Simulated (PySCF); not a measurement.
**Ne+, Ne(2+): ionisation energy in def2-TZVP**

Each state of neon is computed at each level; their differences give the ionisation energy. How far do the methods differ?

Program: PySCF 2.14.0. Level of theory: unrestricted determinants in a Gaussian basis, no spin-orbit coupling in the energies. These are calculated values, not measurements, unless marked.

6 further runs of the same task are left out: 6 set aside as unsound or not needed.

### 1 The atom as given

* Element: neon (Z = 10)
* Basis: def2-TZVP (5s3p2d1f, 31 functions)
* Hamiltonian: the non-relativistic Hamiltonian (point nucleus)
* State 1: Ne+: [He] 2s2 2p5, 2P determinant
* State 2: Ne(2+): [He] 2s2 2p4, high-spin 3P determinant
* Methods: UHF, M06-L, PBE, MP2, CCSD(T)
* Core shells frozen in the correlated runs: valence: 1s2 (for Ne+)

The outer shells:

Ne+ [He] 2s2 2p5
```
[He] core
2s [↑↓]
2p [↑↓][↑↓][↑ ]
```

Ne2+ [He] 2s2 2p4
```
[He] core
2s [↑↓]
2p [↑↓][↑ ][↑ ]
```

The runs were made by one driver on top of PySCF. The scripts below sum up each run's settings (the driver also hands on starting orbitals that pick excited configurations, and frozen orbitals as a list rather than a count), and the logs come from the driver's own runs. The driver starts from symmetry-adapted Hartree-Fock orbitals, holds the occupation by maximum overlap and uses a logarithmic radial grid for functionals, so a plain start would take other cycles.

The driver's launch:

```sh
> OMP_NUM_THREADS=1 python atomrun2.py TASK.json OUT
```

The integrals over 31 functions and the set-up took 0.04 s of CPU time.

### 2 Ne+

**UHF**

File input.py:

```python
from pyscf import gto, scf, dft, mp, cc
import basis_set_exchange as bse
mol = gto.M(atom="Ne 0 0 0", charge=1, spin=1, symmetry="D2h",
            basis=gto.basis.parse(bse.get_basis("def2-TZVP", elements=["Ne"], fmt="nwchem", header=False)))
mf = scf.UHF(mol)
mf.irrep_nelec = {'Ag': (2, 2), 'B1u': (1, 1), 'B2u': (1, 1), 'B3u': (1, 0)}
mf.kernel()
```

The log of the run:

```text
damping factor = 0
level_shift factor = 0
DIIS = <class 'pyscf.scf.diis.CDIIS'>
diis_start_cycle = 1
diis_space = 10
diis_damp = 0
SCF conv_tol = 1e-09
SCF conv_tol_grad = None
number electrons alpha = 5  beta = 4
cycle= 1 E= -127.818322794803  delta_E= -0.00469  |g|= 0.031  |ddm|= 0.0231
cycle= 2 E= -127.818497001093  delta_E= -0.000174  |g|= 0.00626  |ddm|= 0.0051
cycle= 3 E= -127.818505225194  delta_E= -8.22e-06  |g|= 0.000258  |ddm|= 0.00153
cycle= 4 E= -127.818505260277  delta_E= -3.51e-08  |g|= 9.03e-05  |ddm|= 0.000158
cycle= 5 E= -127.81850526428  delta_E= -4e-09  |g|= 2.99e-05  |ddm|= 5.31e-05
cycle= 6 E= -127.818505264679  delta_E= -3.99e-10  |g|= 3.19e-06  |ddm|= 2.05e-05
converged SCF energy = -127.818505264679  <S^2> = 0.75249419  2S+1 = 2.0024926
```

It took 0.07 s on 1 thread of Intel Xeon Platinum 8488C, shared host, the integrals not counted.

Orbital energies by shell (radii are means over both spins):

| shell | electrons | mean orbital energy (eV) | spread (eV) | rms radius (bohr) |
| --- | --- | --- | --- | --- |
| 1s α | 1 | -915.47 | 0 | 0.183 |
| 1s β | 1 | -913.78 | 0 | 0.183 |
| 2s α | 1 | -74.396 | 0 | 0.944 |
| 2s β | 1 | -68.255 | 0 | 0.944 |
| 2p α | 3 | -44.942 | 3.660 | 0.993 |
| 2p β | 2 | -42.103 | 0 | 0.993 |

⟨S²⟩ = 0.752, ⟨L²⟩ = 2.01.

**M06-L**

input.py differs from the last one in:

```diff
@@ -4,3 +4,3 @@
             basis=gto.basis.parse(bse.get_basis("def2-TZVP", elements=["Ne"], fmt="nwchem", header=False)))
-mf = scf.UHF(mol)
+mf = dft.UKS(mol, xc="M06L")
 mf.irrep_nelec = {'Ag': (2, 2), 'B1u': (1, 1), 'B2u': (1, 1), 'B3u': (1, 0)}
```

The log of the run:

```text
damping factor = 0
level_shift factor = 0
DIIS = <class 'pyscf.scf.diis.CDIIS'>
diis_start_cycle = 1
diis_space = 10
diis_damp = 0
SCF conv_tol = 1e-09
SCF conv_tol_grad = None
number electrons alpha = 5  beta = 4
XC functionals = M06L
    Y. Zhao and D. G. Truhlar.,  J. Chem. Phys. 125, 194101 (2006)
    Y. Zhao and D. G. Truhlar.,  J. Chem. Phys. 125, 194101 (2006)
    Y. Zhao and D. G. Truhlar.,  Theor. Chem. Acc. 120, 215 (2008)
cycle= 1 E= -128.173079013147  delta_E= -0.00367  |g|= 0.015  |ddm|= 0.029
cycle= 2 E= -128.173108790237  delta_E= -2.98e-05  |g|= 0.00489  |ddm|= 0.0043
cycle= 3 E= -128.173112203122  delta_E= -3.41e-06  |g|= 0.0024  |ddm|= 0.00213
cycle= 4 E= -128.173113302101  delta_E= -1.1e-06  |g|= 1.67e-05  |ddm|= 0.000732
cycle= 5 E= -128.173113302164  delta_E= -6.32e-11  |g|= 2.43e-06  |ddm|= 6.1e-06
converged SCF energy = -128.173113302164  <S^2> = 0.75192899  2S+1 = 2.0019281
```

Time after the integrals: 0.18 s (1 thread of Intel Xeon Platinum 8488C, shared host).

**PBE**

input.py differs from the last one in:

```diff
@@ -4,3 +4,3 @@
             basis=gto.basis.parse(bse.get_basis("def2-TZVP", elements=["Ne"], fmt="nwchem", header=False)))
-mf = dft.UKS(mol, xc="M06L")
+mf = dft.UKS(mol, xc="PBE")
 mf.irrep_nelec = {'Ag': (2, 2), 'B1u': (1, 1), 'B2u': (1, 1), 'B3u': (1, 0)}
```

The log of the run:

```text
damping factor = 0
level_shift factor = 0
DIIS = <class 'pyscf.scf.diis.CDIIS'>
diis_start_cycle = 1
diis_space = 10
diis_damp = 0
SCF conv_tol = 1e-09
SCF conv_tol_grad = None
number electrons alpha = 5  beta = 4
XC functionals = PBE
    J. P. Perdew, K. Burke, and M. Ernzerhof.,  Phys. Rev. Lett. 77, 3865 (1996)
    J. P. Perdew, K. Burke, and M. Ernzerhof.,  Phys. Rev. Lett. 78, 1396 (1997)
    J. P. Perdew, K. Burke, and M. Ernzerhof.,  Phys. Rev. Lett. 77, 3865 (1996)
    J. P. Perdew, K. Burke, and M. Ernzerhof.,  Phys. Rev. Lett. 78, 1396 (1997)
cycle= 1 E= -128.063217084821  delta_E= -0.00722  |g|= 0.0206  |ddm|= 0.0983
cycle= 2 E= -128.063258457279  delta_E= -4.14e-05  |g|= 0.0181  |ddm|= 0.014
cycle= 3 E= -128.063325658455  delta_E= -6.72e-05  |g|= 0.000522  |ddm|= 0.00576
cycle= 4 E= -128.063325697597  delta_E= -3.91e-08  |g|= 8.39e-05  |ddm|= 0.000162
cycle= 5 E= -128.063325699301  delta_E= -1.7e-09  |g|= 2.72e-06  |ddm|= 3.18e-05
cycle= 6 E= -128.063325699304  delta_E= -2.59e-12  |g|= 2.37e-07  |ddm|= 1.52e-06
converged SCF energy = -128.063325699304  <S^2> = 0.75087812  2S+1 = 2.0008779
```

Time after the integrals: 0.1 s (1 thread of Intel Xeon Platinum 8488C, shared host).

**MP2 (valence)**

input.py differs from the last one in:

```diff
@@ -4,4 +4,5 @@
             basis=gto.basis.parse(bse.get_basis("def2-TZVP", elements=["Ne"], fmt="nwchem", header=False)))
-mf = dft.UKS(mol, xc="PBE")
+mf = scf.UHF(mol)
 mf.irrep_nelec = {'Ag': (2, 2), 'B1u': (1, 1), 'B2u': (1, 1), 'B3u': (1, 0)}
 mf.kernel()
+mp.UMP2(mf, frozen=1).kernel()
```

The driver printed no log here.

Time after the integrals: 0.01 s (1 thread of Intel Xeon Platinum 8488C, shared host).

With 7 electrons correlated, the MP2 correlation energy is -0.19325 hartree (-0.04631 same spin, -0.14694 opposite spin); the SCS form gives -0.19176. Largest pairs of shells: 2p-2p -0.1202, 2s-2p -0.0635, 2s-2s -0.0096.

**CCSD(T) (valence)**

input.py differs from the last one in:

```diff
@@ -7,2 +7,3 @@
 mf.kernel()
-mp.UMP2(mf, frozen=1).kernel()
+mycc = cc.CCSD(mf, frozen=1).run()
+mycc.ccsd_t()
```

The log of the run:

```text
CC2 = 0
CCSD nocc = (np.int64(4), np.int64(3)), nmo = (30, 30)
frozen orbitals [[0], [0]]
max_cycle = 100
direct = 0
conv_tol = 1e-08
conv_tol_normt = 1e-06
diis_space = 8
diis_start_cycle = 0
Init t2, MP2 energy = -0.193248865975878
Init E_corr(UCCSD) = -0.19324886597913
cycle = 1  E_corr(UCCSD) = -0.20316277866456  dE = -0.00991391269  norm(t1,t2) = 0.0187629
cycle = 2  E_corr(UCCSD) = -0.204972754042622  dE = -0.00180997538  norm(t1,t2) = 0.00505858
cycle = 3  E_corr(UCCSD) = -0.205560720992273  dE = -0.00058796695  norm(t1,t2) = 0.00211835
cycle = 4  E_corr(UCCSD) = -0.205556568165149  dE = 4.15282712e-06  norm(t1,t2) = 0.000524725
cycle = 5  E_corr(UCCSD) = -0.205543497862547  dE = 1.30703026e-05  norm(t1,t2) = 0.000179719
cycle = 6  E_corr(UCCSD) = -0.205547203477341  dE = -3.70561479e-06  norm(t1,t2) = 2.27817e-05
cycle = 7  E_corr(UCCSD) = -0.20554687160002  dE = 3.3187732e-07  norm(t1,t2) = 3.83482e-06
cycle = 8  E_corr(UCCSD) = -0.205546851819554  dE = 1.97804663e-08  norm(t1,t2) = 5.90986e-07
cycle = 9  E_corr(UCCSD) = -0.205546860178596  dE = -8.35904246e-09  norm(t1,t2) = 1.22553e-07
UCCSD converged
E(UCCSD) = -128.0240521248571  E_corr = -0.2055468601785964
UCCSD(T) correction = -0.00223742464445613
```

It took 0.28 s on 1 thread of Intel Xeon Platinum 8488C, shared host, the integrals not counted.

CCSD correlation -0.20555 hartree, triples -0.00224; total -128.026290. T1 = 0.004, largest double amplitude 0.029.

Radial density 4πr²ρ of Ne+ at UHF:

| r (bohr) | density | spin density |
| --- | --- | --- |
| 0.00213 | 0.0341 | 0.000 |
| 0.00359 | 0.0939 | 0.000 |
| 0.00604 | 0.252 | 0.000 |
| 0.0102 | 0.658 | 0.000 |
| 0.0171 | 1.62 | 0.000 |
| 0.0287 | 3.64 | 0.001 |
| 0.0483 | 6.98 | 0.005 |
| 0.0813 | 10.4 | 0.023 |
| 0.137 | 10.2 | 0.099 |
| 0.230 | 6.14 | 0.357 |
| 0.387 | 5.64 | 0.863 |
| 0.651 | 7.62 | 1.111 |
| 1.09 | 4.31 | 0.572 |
| 1.84 | 0.688 | 0.076 |
| 3.10 | 0.0225 | 0.001 |
| 5.21 | 1.34e-05 | 0.000 |

### 3 Ne(2+), method by method

**UHF**

File input.py:

```python
from pyscf import gto, scf, dft, mp, cc
import basis_set_exchange as bse
mol = gto.M(atom="Ne 0 0 0", charge=2, spin=2, symmetry="D2h",
            basis=gto.basis.parse(bse.get_basis("def2-TZVP", elements=["Ne"], fmt="nwchem", header=False)))
mf = scf.UHF(mol)
mf.irrep_nelec = {'Ag': (2, 2), 'B1u': (1, 0), 'B2u': (1, 1), 'B3u': (1, 0)}
mf.kernel()
```

The log of the run:

```text
damping factor = 0
level_shift factor = 0
DIIS = <class 'pyscf.scf.diis.CDIIS'>
diis_start_cycle = 1
diis_space = 10
diis_damp = 0
SCF conv_tol = 1e-09
SCF conv_tol_grad = None
number electrons alpha = 5  beta = 3
cycle= 1 E= -126.374634097443  delta_E= -0.00496  |g|= 0.0322  |ddm|= 0.0238
cycle= 2 E= -126.374815074679  delta_E= -0.000181  |g|= 0.00639  |ddm|= 0.00515
cycle= 3 E= -126.374823215273  delta_E= -8.14e-06  |g|= 0.00017  |ddm|= 0.00145
cycle= 4 E= -126.374823226845  delta_E= -1.16e-08  |g|= 3.96e-05  |ddm|= 8.45e-05
cycle= 5 E= -126.374823227528  delta_E= -6.83e-10  |g|= 6.59e-06  |ddm|= 2.26e-05
converged SCF energy = -126.374823227528  <S^2> = 2.0035285  2S+1 = 3.0023514
```

It took 0.06 s on 1 thread of Intel Xeon Platinum 8488C, shared host, the integrals not counted.

The occupied shells:

| shell | electrons | mean orbital energy (eV) | spread (eV) | rms radius (bohr) |
| --- | --- | --- | --- | --- |
| 1s α | 1 | -944.19 | 0 | 0.183 |
| 1s β | 1 | -940.44 | 0 | 0.183 |
| 2s α | 1 | -99.201 | 0 | 0.906 |
| 2s β | 1 | -86.450 | 0 | 0.906 |
| 2p α | 3 | -70.111 | 3.886 | 0.902 |
| 2p β | 1 | -64.141 | 0 | 0.902 |

⟨S²⟩ = 2.004, ⟨L²⟩ = 2.01.

**M06-L**

input.py differs from the last one in:

```diff
@@ -4,3 +4,3 @@
             basis=gto.basis.parse(bse.get_basis("def2-TZVP", elements=["Ne"], fmt="nwchem", header=False)))
-mf = scf.UHF(mol)
+mf = dft.UKS(mol, xc="M06L")
 mf.irrep_nelec = {'Ag': (2, 2), 'B1u': (1, 0), 'B2u': (1, 1), 'B3u': (1, 0)}
```

The log of the run:

```text
damping factor = 0
level_shift factor = 0
DIIS = <class 'pyscf.scf.diis.CDIIS'>
diis_start_cycle = 1
diis_space = 10
diis_damp = 0
SCF conv_tol = 1e-09
SCF conv_tol_grad = None
number electrons alpha = 5  beta = 3
XC functionals = M06L
    Y. Zhao and D. G. Truhlar.,  J. Chem. Phys. 125, 194101 (2006)
    Y. Zhao and D. G. Truhlar.,  J. Chem. Phys. 125, 194101 (2006)
    Y. Zhao and D. G. Truhlar.,  Theor. Chem. Acc. 120, 215 (2008)
cycle= 1 E= -126.670961110113  delta_E= -0.00429  |g|= 0.0154  |ddm|= 0.0413
cycle= 2 E= -126.670994176473  delta_E= -3.31e-05  |g|= 0.00177  |ddm|= 0.00311
cycle= 3 E= -126.670994584603  delta_E= -4.08e-07  |g|= 0.000398  |ddm|= 0.000446
cycle= 4 E= -126.670994613488  delta_E= -2.89e-08  |g|= 1.56e-05  |ddm|= 0.000136
cycle= 5 E= -126.670994613532  delta_E= -4.37e-11  |g|= 7.49e-07  |ddm|= 5.09e-06
converged SCF energy = -126.670994613532  <S^2> = 2.0029875  2S+1 = 3.001991
```

Time after the integrals: 0.18 s (1 thread of Intel Xeon Platinum 8488C, shared host).

**PBE**

input.py differs from the last one in:

```diff
@@ -4,3 +4,3 @@
             basis=gto.basis.parse(bse.get_basis("def2-TZVP", elements=["Ne"], fmt="nwchem", header=False)))
-mf = dft.UKS(mol, xc="M06L")
+mf = dft.UKS(mol, xc="PBE")
 mf.irrep_nelec = {'Ag': (2, 2), 'B1u': (1, 0), 'B2u': (1, 1), 'B3u': (1, 0)}
```

The log of the run:

```text
damping factor = 0
level_shift factor = 0
DIIS = <class 'pyscf.scf.diis.CDIIS'>
diis_start_cycle = 1
diis_space = 10
diis_damp = 0
SCF conv_tol = 1e-09
SCF conv_tol_grad = None
number electrons alpha = 5  beta = 3
XC functionals = PBE
    J. P. Perdew, K. Burke, and M. Ernzerhof.,  Phys. Rev. Lett. 77, 3865 (1996)
    J. P. Perdew, K. Burke, and M. Ernzerhof.,  Phys. Rev. Lett. 78, 1396 (1997)
    J. P. Perdew, K. Burke, and M. Ernzerhof.,  Phys. Rev. Lett. 77, 3865 (1996)
    J. P. Perdew, K. Burke, and M. Ernzerhof.,  Phys. Rev. Lett. 78, 1396 (1997)
cycle= 1 E= -126.551409599779  delta_E= -0.00601  |g|= 0.0108  |ddm|= 0.0699
cycle= 2 E= -126.551429244775  delta_E= -1.96e-05  |g|= 0.00353  |ddm|= 0.00391
cycle= 3 E= -126.551431400087  delta_E= -2.16e-06  |g|= 0.00101  |ddm|= 0.00144
cycle= 4 E= -126.551431587875  delta_E= -1.88e-07  |g|= 1.75e-05  |ddm|= 0.000325
cycle= 5 E= -126.551431587934  delta_E= -5.95e-11  |g|= 8.45e-07  |ddm|= 6.02e-06
converged SCF energy = -126.551431587934  <S^2> = 2.0013071  2S+1 = 3.0008713
```

Time after the integrals: 0.09 s (1 thread of Intel Xeon Platinum 8488C, shared host).

**MP2 (valence)**

input.py differs from the last one in:

```diff
@@ -4,4 +4,5 @@
             basis=gto.basis.parse(bse.get_basis("def2-TZVP", elements=["Ne"], fmt="nwchem", header=False)))
-mf = dft.UKS(mol, xc="PBE")
+mf = scf.UHF(mol)
 mf.irrep_nelec = {'Ag': (2, 2), 'B1u': (1, 0), 'B2u': (1, 1), 'B3u': (1, 0)}
 mf.kernel()
+mp.UMP2(mf, frozen=1).kernel()
```

This step left no log, only its results.

It took 0.01 s on 1 thread of Intel Xeon Platinum 8488C, shared host, the integrals not counted.

With 6 electrons correlated, the MP2 correlation energy is -0.14027 hartree (-0.03353 same spin, -0.10674 opposite spin); the SCS form gives -0.13926. Largest pairs of shells: 2p-2p -0.0661, 2s-2p -0.0646, 2s-2s -0.0095.

**CCSD(T) (valence)**

input.py differs from the last one in:

```diff
@@ -7,2 +7,3 @@
 mf.kernel()
-mp.UMP2(mf, frozen=1).kernel()
+mycc = cc.CCSD(mf, frozen=1).run()
+mycc.ccsd_t()
```

The log of the run:

```text
CC2 = 0
CCSD nocc = (np.int64(4), np.int64(2)), nmo = (30, 30)
frozen orbitals [[0], [0]]
max_cycle = 100
direct = 0
conv_tol = 1e-08
conv_tol_normt = 1e-06
diis_space = 8
diis_start_cycle = 0
Init t2, MP2 energy = -0.140267789490477
Init E_corr(UCCSD) = -0.140267789499771
cycle = 1  E_corr(UCCSD) = -0.15245768215963  dE = -0.0121898927  norm(t1,t2) = 0.0169824
cycle = 2  E_corr(UCCSD) = -0.154327462121379  dE = -0.00186977996  norm(t1,t2) = 0.00485287
cycle = 3  E_corr(UCCSD) = -0.154981488356887  dE = -0.000654026236  norm(t1,t2) = 0.00182386
cycle = 4  E_corr(UCCSD) = -0.154947606642845  dE = 3.3881714e-05  norm(t1,t2) = 0.000354902
cycle = 5  E_corr(UCCSD) = -0.154953996227589  dE = -6.38958474e-06  norm(t1,t2) = 5.27823e-05
cycle = 6  E_corr(UCCSD) = -0.154953936300405  dE = 5.99271838e-08  norm(t1,t2) = 9.37943e-06
cycle = 7  E_corr(UCCSD) = -0.154953826323117  dE = 1.09977288e-07  norm(t1,t2) = 1.77165e-06
cycle = 8  E_corr(UCCSD) = -0.154953837066846  dE = -1.07437294e-08  norm(t1,t2) = 2.80356e-07
cycle = 9  E_corr(UCCSD) = -0.154953837286803  dE = -2.19956636e-10  norm(t1,t2) = 2.91575e-08
UCCSD converged
E(UCCSD) = -126.5297770648143  E_corr = -0.154953837286803
UCCSD(T) correction = -0.00138894292264672
```

It took 0.23 s on 1 thread of Intel Xeon Platinum 8488C, shared host, the integrals not counted.

CCSD correlation -0.15495 hartree, triples -0.00139; total -126.531166. T1 = 0.003, largest double amplitude 0.026.

Radial density 4πr²ρ of Ne(2+) at UHF:

| r (bohr) | density | spin density |
| --- | --- | --- |
| 0.00213 | 0.0342 | 0.000 |
| 0.00359 | 0.0943 | 0.000 |
| 0.00604 | 0.253 | 0.000 |
| 0.0102 | 0.661 | 0.000 |
| 0.0171 | 1.63 | 0.000 |
| 0.0287 | 3.66 | 0.002 |
| 0.0483 | 7.01 | 0.010 |
| 0.0813 | 10.4 | 0.051 |
| 0.137 | 10.2 | 0.224 |
| 0.230 | 6.03 | 0.800 |
| 0.387 | 5.40 | 1.898 |
| 0.651 | 7.06 | 2.334 |
| 1.09 | 3.52 | 1.067 |
| 1.84 | 0.396 | 0.112 |
| 3.10 | 0.00512 | 0.001 |

### 4 How the shells move

Highest occupied Hartree-Fock shell of each state: Ne+ 2p β at -42.103 eV; Ne(2+) 2p β at -64.141 eV.

### 5 The energy differences

Ionisation energy: Ne+ [He] 2s2 2p5 (2P) → Ne(2+) [He] 2s2 2p4 (3P).

| method | value (eV) | error (eV) | CPU time, both states (s) |
| --- | --- | --- | --- |
| UHF | 39.285 | -1.678 | 0.13 |
| M06-L | 40.875 | -0.088 | 0.36 |
| PBE | 41.141 | +0.178 | 0.19 |
| MP2 (valence) | 40.726 | -0.237 | 0.14 |
| SCS-MP2 (valence) | 40.713 | -0.250 | 0.14 |
| CCSD (valence) | 40.661 | -0.302 |  |
| CCSD(T) (valence) | 40.684 | -0.279 | 0.64 |

Reference: 40.963 eV (measured; NIST Atomic Spectra Database, ionization energies). Errors of the correlated levels include the incompleteness of this basis.

Times are CPU seconds on a shared host without the integrals; correlated rows include their Hartree-Fock run, whose time holds the symmetry-adapted start and any spin-orbit constants, while functionals begin from orbitals already made.

### 6 Results

| quantity | value |
| --- | --- |
| ionisation energy, Ne+ | UHF 39.285, CCSD(T) (valence) 40.684 eV; reference 40.963 |

Each level's miss and price (over 1 difference):

| method | mean absolute miss against the measured value (with the measured fine structure taken into account where it is known) (eV) | CPU time, both states (s) |
| --- | --- | --- |
| UHF | 1.678 | 0.13 |
| M06-L | 0.088 | 0.36 |
| PBE | 0.178 | 0.19 |
| MP2 (valence) | 0.237 | 0.14 |
| SCS-MP2 (valence) | 0.250 | 0.14 |
| CCSD (valence) | 0.302 |  |
| CCSD(T) (valence) | 0.279 | 0.64 |

M06-L lands nearest to the measured value (off by 0.09 eV); UHF misses by most (1.68 eV). Hartree-Fock falls short because the species with more electrons holds more correlation energy, which it lacks. PBE is off by +0.18 eV. All values hold for this basis alone; no basis-set limit was taken. The dearest level timed, CCSD(T) (valence), costs 4.9 times the cheapest, UHF, and differs from the measured value (with the measured fine structure taken into account where it is known) by 0.28 against 1.68 eV.
